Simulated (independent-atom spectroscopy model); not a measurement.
# Angle-resolved XPS of In on Si

How does the ratio In 3d5/2 / Si 2s change with emission angle for this film?

Program: independent-atom spectroscopy model, version 2. Model: angle-resolved photoelectron peak ratio of a uniform film on a substrate: exponential attenuation with lengths from TPP-2M (nominal gaps) and the elastic albedo, Dirac-Hartree-Slater cross sections, magic-angle geometry. All values are calculated.

## 1. The sample

0.55 nm of In (6.45 g/cm³) on Si (2.33 g/cm³).

## 2. Calculation

Given to the script:

```json
{
  "film": "In",
  "film_density": 6.45,
  "base": "Si",
  "base_density": 2.33,
  "photon_energy": 1486.7,
  "film_peak": "In 3d5/2",
  "base_peak": "Si 2s",
  "thickness": 0.55,
  "emission_angle": [0, 10, 20, 30, 40, 45, 50, 55]
}
```

Units: film_density in g/cm³, base_density in g/cm³, photon_energy in eV, thickness in nm, emission_angle in degrees.

Before running it: what results should come out? Wanted: ratio at normal emission; ratio at 55°.

**Answer**, as computed:

```
                                            quantity    value
                            ratio at normal emission     2.02
                                        ratio at 55°     3.76
attenuation length of the substrate peak in the film  2.57 nm
                          thickness over that length     0.21
```

In words: At 0° the substrate keeps 81 % of its signal through 0.21 attenuation lengths of film. Tilting to 55° lengthens the path by 1/cos θ and raises the ratio 1.9-fold. Islands, roughness and grazing exit, where elastic scattering matters more, are outside the model.
